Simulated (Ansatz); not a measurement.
# C2H6AlFO: one species, many methods

One table from this session's results is given with a row withheld; the runs are named, their logs left out.

Program: Ansatz 0.2.0, Gaussian basis. Level of theory: functionals in def2-TZVPP, the program's frozen cores in correlated methods. These are calculated values, not measurements.

The runs, in order: PBE-D4, r2SCAN-D4, PBE0-D4, B3LYP-D4, ωB97X-V, ωB97M-V, B2PLYP; CCSD(T)/def2-TZVPP; MP2/def2-QZVPP; extrapolation to the limit.

### The relaxed structure

All runs share one geometry, relaxed beforehand with PBE0-D4 in a triple-zeta def2 set.

SMILES `[CH3][Al]([F])[CH2]O`, 11 atoms, charge 0, spin multiplicity 1.

Atoms are counted from 1 here; the program's logs count them from 0.

Bond lengths: C1–Al2 1.942 Å, C1–H6 1.096 Å, C1–H7 1.094 Å, C1–H8 1.092 Å, Al2–F3 1.657 Å, Al2–C4 1.972 Å, C4–O5 1.434 Å, C4–H9 1.096 Å, C4–H10 1.100 Å, O5–H11 0.959 Å. Angles: Al2–C1–H6 111.1°, Al2–C1–H7 111.1°, Al2–C1–H8 112.0°, H6–C1–H7 106.7°, H6–C1–H8 107.4°, H7–C1–H8 108.3°, C1–Al2–F3 119.3°, C1–Al2–C4 123.1°, F3–Al2–C4 117.5°, Al2–C4–O5 112.2°, Al2–C4–H9 108.6°, Al2–C4–H10 113.9°, O5–C4–H9 105.7°, O5–C4–H10 111.2°, H9–C4–H10 104.5°, C4–O5–H11 108.8°.

Set-up of the first run:

Contents of in.yaml:

```yaml
crystal:
  periodic: [false, false, false]
  atoms:
    - {symbol: C, position_ang: [-0.836137, -1.374089, 0.852605]}
    - {symbol: Al, position_ang: [0.643926, -0.134701, 0.641318]}
    - {symbol: F, position_ang: [1.930427, -0.221257, 1.681963]}
    - {symbol: C, position_ang: [0.706098, 1.239596, -0.771789]}
    - {symbol: O, position_ang: [-0.569545, 1.432714, -1.397153]}
    - {symbol: H, position_ang: [-0.865463, -2.097837, 0.030421]}
    - {symbol: H, position_ang: [-1.795215, -0.847369, 0.842321]}
    - {symbol: H, position_ang: [-0.765944, -1.940258, 1.784059]}
    - {symbol: H, position_ang: [0.959482, 2.201607, -0.312741]}
    - {symbol: H, position_ang: [1.495822, 1.074730, -1.519671]}
    - {symbol: H, position_ang: [-0.837949, 0.609965, -1.810634]}
basis:
  gaussian: {orbitals: def2-TZVPP}
hamiltonian: {xc: pbe, dispersion: d4}
output: {forces: true, orbitals: {seedname: orbitals}}
```

The run is started by

```bash
$ ansatz run in.yaml --threads 4 --pin off --events-out ev --progress --plain --max-ram 10444MiB
```

Steps of the session up to this table: PBE-D4 (GGA); r2SCAN-D4 (meta-GGA); PBE0-D4 (hybrid); B3LYP-D4 (hybrid); ωB97X-V (range-separated); ωB97M-V (range-separated); B2PLYP (double hybrid); CCSD(T) in def2-TZVPP; MP2 in def2-QZVPP.

One of the session's tables, all rows but one given; the rest of the session is left out.

It belongs to the step «Atomisation energies». 

| method | atomisation energy (kcal/mol) |
| --- | --- |
| PBE-D4 | 1000.7 |
| r2SCAN-D4 | 987.7 |
| PBE0-D4 | 981.5 |
| B3LYP-D4 | 982.4 |
| ωB97X-V | 985.7 |
| ωB97M-V | 987.5 |
| B2PLYP | 975.1 |
| HF/def2-TZVPP | 721.6 |
| MP2/def2-TZVPP | 981.4 |
| CCSD/def2-TZVPP | 948.4 |
| CCSD(T)/def2-TZVPP | 961.9 |
| MP2/CBS | ? |
| CCSD(T)/CBS | 987.8 |

Q: Estimate the row for MP2/CBS from the others.

The run gave: atomisation energy (kcal/mol): 1007.3. In the column «atomisation energy (kcal/mol)» it is the highest.

Limits of these values: Free atoms (2 C, 1 Al, 1 F, 1 O, 6 H) were run apart at each level; the atomisation energy is their sum less the molecule, without zero-point or spin-orbit terms.
